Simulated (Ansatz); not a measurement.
# CH3BClF: the cost of one run

Method: RKS B3LYP/cc-pVDZ, in Ansatz 0.2.0.

### Step 1. Starting point

Bond lengths: B1–C2 1.600 Å, C2–H3 1.110 Å, C2–H4 1.110 Å, C2–H5 1.110 Å, B1–F6 1.320 Å, B1–Cl7 1.860 Å. Angles: B1–C2–H3 109.5°, B1–C2–H4 109.5°, B1–C2–H5 109.5°, H3–C2–H4 109.4°, H3–C2–H5 109.4°, H4–C2–H5 109.4°, C2–B1–F6 120.0°, C2–B1–Cl7 120.0°, F6–B1–Cl7 120.0°.

As a file:

```xyz
7

B     0.0000    0.0000    0.0000
C     0.0000    0.0000    1.6000
H    -0.9996   -0.3092    1.9705
H     0.7676   -0.7111    1.9705
H     0.2320    1.0203    1.9705
F     1.1431    0.0000   -0.6600
Cl   -1.6108    0.0000   -0.9300
```

### Step 2. Relaxing the start

input.yaml

```yaml
crystal:
  periodic: [false, false, false]
  atoms:
    - { symbol: B, position_ang: [0.0, 0.0, 0.0] }
    - { symbol: C, position_ang: [0.0, 0.0, 1.6] }
    - { symbol: H, position_ang: [-0.9996, -0.3092, 1.9705] }
    - { symbol: H, position_ang: [0.7676, -0.7111, 1.9705] }
    - { symbol: H, position_ang: [0.232, 1.0203, 1.9705] }
    - { symbol: F, position_ang: [1.1431, 0.0, -0.66] }
    - { symbol: Cl, position_ang: [-1.6108, 0.0, -0.93] }
basis:
  gaussian: { orbitals: cc-pVDZ }
hamiltonian:
  xc: b3lyp
relax:
  f_tol: 0.02
  max_steps: 40
```

Run with:

```console
> ansatz run input.yaml --threads 1 --pin off --max-ram 2048MiB --backend cpu --events-out ev --progress --plain --runs-dir out
```

**Question.** How long does this run take on 1 thread of Intel Xeon Platinum 8259CL at 2.50GHz (Skylake/Cascade Lake), shared host, and how much memory does it need?

About 58 s, with a peak of 0.15 GiB.
